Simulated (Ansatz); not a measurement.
# C₂H₅BO: how energies converge with the basis set

One table from this session's results is given with a row withheld; the runs are named, their logs left out.

The runs use Ansatz 0.2.0, Gaussian basis; one geometry, several basis sets.

Levels to be run: PBE0-D4/def2-SVP; ωB97M-V/def2-SVP; PBE0-D4/def2-QZVPP; ωB97M-V/def2-QZVPP; the functionals' def2-TZVPP values are taken from earlier runs.

### The relaxed structure

The geometry comes from an earlier relaxation with PBE0-D4 in a triple-zeta def2 set; it is a stationary point, not always the lowest conformer.

SMILES `CC1BO1`, 9 atoms, charge 0, spin multiplicity 1.

Atoms are counted from 1 here; the program's logs count them from 0.

Bond lengths: C1–C2 1.496 Å, C1–H5 1.094 Å, C1–H6 1.092 Å, C1–H7 1.094 Å, C2–B3 1.513 Å, C2–O4 1.510 Å, C2–H8 1.089 Å, B3–O4 1.328 Å, B3–H9 1.185 Å. Angles: C2–C1–H5 109.3°, C2–C1–H6 111.8°, C2–C1–H7 111.5°, H5–C1–H6 107.9°, H5–C1–H7 107.8°, H6–C1–H7 108.3°, C1–C2–B3 125.0°, C1–C2–O4 114.8°, C1–C2–H8 114.7°, B3–C2–O4 52.1°, B3–C2–H8 119.6°, O4–C2–H8 110.2°, C2–B3–O4 63.8°, C2–B3–H9 159.2°, O4–B3–H9 136.9°, C2–O4–B3 64.1°.

As a file:

```
C     0.0934    0.6938   -0.8936
C     0.1054   -0.5399   -0.0468
B    -0.4259   -0.6276    1.3669
O     0.8788   -0.4135    1.2435
H    -0.6274    0.5673   -1.7062
H    -0.1986    1.5763   -0.3213
H     1.0733    0.8826   -1.3416
H     0.3944   -1.4493   -0.5708
H    -1.2050   -0.7359    2.2527
```

Set-up of the first run:

in.yaml

```yaml
crystal:
  periodic: [false, false, false]
  atoms:
    - {symbol: C, position_ang: [0.093395, 0.693793, -0.893578]}
    - {symbol: C, position_ang: [0.105443, -0.539933, -0.046787]}
    - {symbol: B, position_ang: [-0.425889, -0.627587, 1.366888]}
    - {symbol: O, position_ang: [0.878758, -0.413511, 1.243549]}
    - {symbol: H, position_ang: [-0.627425, 0.567269, -1.706191]}
    - {symbol: H, position_ang: [-0.198591, 1.576336, -0.321333]}
    - {symbol: H, position_ang: [1.073319, 0.882638, -1.341593]}
    - {symbol: H, position_ang: [0.394429, -1.449333, -0.570803]}
    - {symbol: H, position_ang: [-1.205041, -0.735872, 2.252749]}
basis:
  gaussian: {orbitals: def2-SVP}
hamiltonian: {xc: pbe0, dispersion: d4}
output: {orbitals: {seedname: orbitals}}
```

Run with:

```
> ansatz run in.yaml --threads 2 --pin off --events-out ev --progress --plain --max-ram 4352MiB
```

Among the steps run: PBE0-D4 in def2-SVP; ωB97M-V in def2-SVP; PBE0-D4 in def2-QZVPP; ωB97M-V in def2-QZVPP.

One table of the session follows, with a row left open; its other results are not shown here.

| functional | basis | HOMO (eV) | LUMO (eV) |
| --- | --- | --- | --- |
| PBE0-D4 | def2-SVP | -7.78 | -0.15 |
| PBE0-D4 | def2-TZVPP | -7.82 | -0.38 |
| PBE0-D4 | def2-QZVPP | -7.83 | -0.46 |
| ωB97M-V | def2-SVP | ? | ? |
| ωB97M-V | def2-TZVPP | -10.12 | 1.49 |
| ωB97M-V | def2-QZVPP | -10.13 | 1.23 |

**Question.** Estimate the row for ωB97M-V, def2-SVP.

**Answer.** HOMO (eV): -10.07; LUMO (eV): 1.95. In the column «HOMO (eV)» it lies between ωB97M-V, def2-TZVPP (-10.12) and PBE0-D4, def2-QZVPP (-7.83).
